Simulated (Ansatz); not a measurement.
# C2H4OSi: the cost of one run

Method: RKS LDA/def2-SVP, in Ansatz 0.2.0.

### 1 Starting point

Bond lengths: C1–Si2 1.755 Å, Si2–C3 1.785 Å, C3–O4 1.419 Å, C1–H5 1.081 Å, C1–H6 1.080 Å, C3–H7 1.089 Å, O4–H8 0.961 Å. Angles: C1–Si2–C3 159.9°, Si2–C1–H5 119.2°, Si2–C1–H6 119.0°, H5–C1–H6 114.0°, Si2–C3–O4 120.7°, Si2–C3–H7 117.6°, O4–C3–H7 107.8°, C3–O4–H8 108.9°.

Structure file:

```xyz
8

C    -0.9879    1.6856   -0.5587
Si    0.0125    0.4714    0.2193
C     1.0233   -0.9845    0.4272
O     0.4342   -2.2737    0.4890
H    -0.6542    2.1296   -1.4859
H    -1.5823    2.3460    0.0558
H     1.8166   -0.9456    1.1729
H    -0.0622   -2.4289   -0.3195
```

### 2 Relaxing end A

File input.yaml:

```yaml
crystal:
  periodic: [false, false, false]
  atoms:
    - { symbol: C, position_ang: [-0.98791, 1.68559, -0.55874] }
    - { symbol: Si, position_ang: [0.01246, 0.4714, 0.21925] }
    - { symbol: C, position_ang: [1.02335, -0.98445, 0.42721] }
    - { symbol: O, position_ang: [0.43419, -2.27368, 0.48899] }
    - { symbol: H, position_ang: [-0.65422, 2.12961, -1.48589] }
    - { symbol: H, position_ang: [-1.58228, 2.34603, 0.05576] }
    - { symbol: H, position_ang: [1.8166, -0.94559, 1.17293] }
    - { symbol: H, position_ang: [-0.06218, -2.42892, -0.31949] }
basis:
  gaussian: { orbitals: def2-SVP }
hamiltonian:
  xc: lda
relax:
  f_tol: 0.015
  max_steps: 40
output:
  orbitals: {}
```

Command:

```
$ ansatz run input.yaml --threads 1 --pin off --max-ram 2048MiB --backend cpu --events-out ev --progress --plain --runs-dir out
```

Q: Estimate wall time and peak memory on 1 thread of Arm Neoverse N1, shared host.

About 57 s, with a peak of 0.14 GiB.
